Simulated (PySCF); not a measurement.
**BHLYP/aug-cc-pVDZ run of GeCl2 (SMILES Cl[Ge]Cl)**

Aim: the energy change on altering one bond length of GeCl2 at BHLYP/aug-cc-pVDZ, from 2 runs. The job is set up through a Python script.

The results are computed with PySCF 2.14.0.

2 further runs of the same task are left out: 2 set aside as unsound or not needed.

### 1 The structure to begin with

The species is GeCl2 (3 atoms), meant as a singlet with charge 0. SMILES: `Cl[Ge]Cl`. The coordinates come from a PBE0-D4/def2-TZVP relaxation.

Bond lengths: Cl1–Ge2 2.182 Å, Ge2–Cl3 2.182 Å. Angles: Cl1–Ge2–Cl3 100.0°.

### 2 The energy at BHLYP/aug-cc-pVDZ

run.py

```python
from pyscf import gto, dft

molecule = gto.M(
    atom='Cl -0.065420 -1.681680 0.422740; Ge -0.421210 0.067170 -0.832020; Cl 0.486630 1.614500 0.409270',
    basis='aug-cc-pvdz',
    spin=0,
    max_memory=1860,
    verbose=3,
    charge=0,
)

calc0 = dft.RKS(molecule)
calc0.xc = 'bhandhlyp'
calc0.grids.level = 5
calc0.conv_tol = 1e-10
calc0.kernel()
if not calc0.converged:
    calc0 = calc0.newton().run(calc0.mo_coeff, calc0.mo_occ)

etot = calc0.e_tot
print('E(%s) = %.9f' % ('BHLYP', etot))
```

Run with:

```
$ OMP_NUM_THREADS=1 python run.py
```

The log of the run:

```text
converged SCF energy = -2997.45875158971
E(BHLYP) = -2997.458751590
```

Wall time 23 s (1 thread of AMD EPYC (Zen 3), shared host); peak memory 0.46 GiB.

### 3 The distorted shape at the same level

mol.xyz

```xyz
3

Cl     0.219208    -3.080741     1.426534
Ge    -0.421210     0.067170    -0.832020
Cl     0.486630     1.614500     0.409270
```

calc.py

```python
from pyscf import gto, dft

mol = gto.Mole()
mol.atom = 'mol.xyz'
mol.spin = 0
mol.verbose = 4
mol.basis = 'aug-cc-pvdz'
mol.max_memory = 1860
mol.build()

myscf = dft.RKS(mol)
myscf.xc = 'bhandhlyp'
myscf.conv_tol = 1e-10
myscf.grids.level = 5
myscf.kernel()
if not myscf.converged:
    myscf = myscf.newton().run(myscf.mo_coeff, myscf.mo_occ)

e_tot = myscf.e_tot
print(f'total energy: {e_tot:.8f} hartree')
```

Run with:

```
$ OMP_NUM_THREADS=1 python calc.py
```

The log of the run:

```text
PySCF version 2.14.0

[INPUT] num. atoms = 3
[INPUT] num. electrons = 66
[INPUT] charge = 0
[INPUT] spin (= nelec alpha-beta = 2S) = 0
[INPUT] symmetry False subgroup None
[INPUT] Mole.unit = angstrom
[INPUT] Symbol           X                Y                Z      unit          X                Y                Z       unit  Magmom
[INPUT]  1 Cl     0.219208000000  -3.080741000000   1.426534000000 AA    0.414243084314  -5.821756750719   2.695758567380 Bohr   0.0
[INPUT]  2 Ge    -0.421210000000   0.067170000000  -0.832020000000 AA   -0.795971540928   0.126932903787  -1.572289930161 Bohr   0.0
[INPUT]  3 Cl     0.486630000000   1.614500000000   0.409270000000 AA    0.919597423997   3.050962828110   0.773408211001 Bohr   0.0

nuclear repulsion = 237.048898670569
number of shells = 25
number of NR pGTOs = 186
number of NR cGTOs = 90
basis = aug-cc-pvdz
ecp = {}

******** <class 'pyscf.dft.rks.RKS'> ********
method = RKS
initial guess = minao
damping factor = 0
level_shift factor = 0
DIIS = <class 'pyscf.scf.diis.CDIIS'>
diis_start_cycle = 1
diis_space = 8
diis_damp = 0
SCF conv_tol = 1e-10
SCF conv_tol_grad = None
SCF max_cycles = 50
direct_scf = True
direct_scf_tol = 1e-13
XC library pyscf.dft.libxc version 7.0.0
    S. Lehtola, C. Steigemann, M. J.T. Oliveira, and M. A.L. Marques.,  SoftwareX 7, 1–5 (2018)
XC functionals = bhandhlyp
    Defined through Gaussian implementation.
radial grids:
    Treutler-Ahlrichs [JCP 102, 346 (1995); DOI:10.1063/1.469408] (M4) radial grids

becke partition: Becke, JCP 88, 2547 (1988); DOI:10.1063/1.454033
pruning grids: <function nwchem_prune>
grids dens level: 5
symmetrized grids: False
atomic radii adjust function: <function treutler_atomic_radii_adjust>
small_rho_cutoff = 0
Set gradient conv threshold to 1e-05
Initial guess from minao.
tot grids = 130832
init E= -2996.5680189994
  HOMO = -0.347990102334155  LUMO = -0.0961546826776416  gap/eV = 6.85279
cycle= 1 E= -2997.19392003206  delta_E= -0.626  |g|= 0.535  |ddm|= 1.11
  HOMO = -0.128683130835867  LUMO = -0.126774391631942  gap/eV = 0.05194
cycle= 2 E= -2990.79571431687  delta_E=  6.4  |g|= 2.92  |ddm|= 3.58
  HOMO = -0.254696493554662  LUMO = -0.185990256403842  gap/eV = 1.86959
cycle= 3 E= -2997.28961228963  delta_E= -6.49  |g|= 0.349  |ddm|= 3.45
  HOMO = -0.221049604797117  LUMO = -0.18280244172444  gap/eV = 1.04076
cycle= 4 E= -2997.31654514624  delta_E= -0.0269  |g|= 0.231  |ddm|= 0.628
  HOMO = -0.261428068694054  LUMO = -0.173884662134957  gap/eV = 2.38218
cycle= 5 E= -2997.33621348336  delta_E= -0.0197  |g|= 0.0467  |ddm|= 0.208
  HOMO = -0.273148367227193  LUMO = -0.161428966560035  gap/eV = 3.04004
cycle= 6 E= -2997.33729155144  delta_E= -0.00108  |g|= 0.00588  |ddm|= 0.0676
  HOMO = -0.274251961614884  LUMO = -0.161552513838312  gap/eV = 3.06671
cycle= 7 E= -2997.33732247752  delta_E= -3.09e-05  |g|= 0.0032  |ddm|= 0.0161
  HOMO = -0.273702592885604  LUMO = -0.161892300497153  gap/eV = 3.04251
cycle= 8 E= -2997.33733411162  delta_E= -1.16e-05  |g|= 0.000809  |ddm|= 0.00834
  HOMO = -0.273536217601838  LUMO = -0.161747974866005  gap/eV = 3.04191
cycle= 9 E= -2997.3373388254  delta_E= -4.71e-06  |g|= 0.000497  |ddm|= 0.00878
  HOMO = -0.273638456575081  LUMO = -0.161632639576371  gap/eV = 3.04783
cycle= 10 E= -2997.33733943237  delta_E= -6.07e-07  |g|= 0.000157  |ddm|= 0.00278
  HOMO = -0.273609993047402  LUMO = -0.161604637836836  gap/eV = 3.04782
cycle= 11 E= -2997.3373395568  delta_E= -1.24e-07  |g|= 3.65e-05  |ddm|= 0.00181
  HOMO = -0.273606130741084  LUMO = -0.161608418890205  gap/eV = 3.04761
cycle= 12 E= -2997.3373395591  delta_E= -2.3e-09  |g|= 1.22e-05  |ddm|= 0.000195
  HOMO = -0.273604060122213  LUMO = -0.161608086769304  gap/eV = 3.04757
cycle= 13 E= -2997.3373395595  delta_E= -3.94e-10  |g|= 6.66e-06  |ddm|= 6.05e-05
  HOMO = -0.273604434639611  LUMO = -0.161608228925823  gap/eV = 3.04757
cycle= 14 E= -2997.3373395596  delta_E= -1.05e-10  |g|= 3.87e-06  |ddm|= 2.99e-05
  HOMO = -0.273604176194447  LUMO = -0.161608461702928  gap/eV = 3.04756
cycle= 15 E= -2997.33733955969  delta_E= -8.96e-11  |g|= 1.66e-06  |ddm|= 3.67e-05
  HOMO = -0.273604406307877  LUMO = -0.161608425097964  gap/eV = 3.04757
Extra cycle  E= -2997.3373395597  delta_E= -4.55e-12  |g|= 1.29e-06  |ddm|= 9.74e-06
converged SCF energy = -2997.3373395597
total energy: -2997.33733956 hartree
```

It took 28 s on 1 thread of AMD EPYC (Zen 3), shared host; peak memory 0.46 GiB.

### 4 What came out

At BHLYP/aug-cc-pVDZ:

| quantity | value |
| --- | --- |
| first shape: total energy | -2997.45875 Eh |
| first shape: dipole moment | 2.18 D |
| first shape: HOMO energy | -9.18 eV |
| first shape: LUMO energy | -2.35 eV |
| first shape: HOMO–LUMO gap | 6.83 eV |
| distorted shape: total energy | -2997.33734 Eh |
| distorted shape: dipole moment | 11.33 D |
| distorted shape: HOMO energy | -7.45 eV |
| distorted shape: LUMO energy | -4.40 eV |
| distorted shape: HOMO–LUMO gap | 3.05 eV |
| energy change with the Cl1–Ge2 bond stretched from 2.182 to 3.927 Å | 3.304 eV |

What this shows: One bond (distorted shape) is far stretched, which a spin-restricted single reference describes badly; a broken-symmetry solution may lie lower. With the Cl1–Ge2 bond stretched from 2.182 to 3.927 Å the energy rises by 3.30 eV (76 kcal/mol). The first shape isn't relaxed at this level, so the change isn't measured from a minimum. A restricted reference can't describe the breaking bond well at this length. Mulliken charges (distorted shape) run from -0.64 on Cl1 to +0.96 on Ge2; in a basis this large or diffuse they mean little.
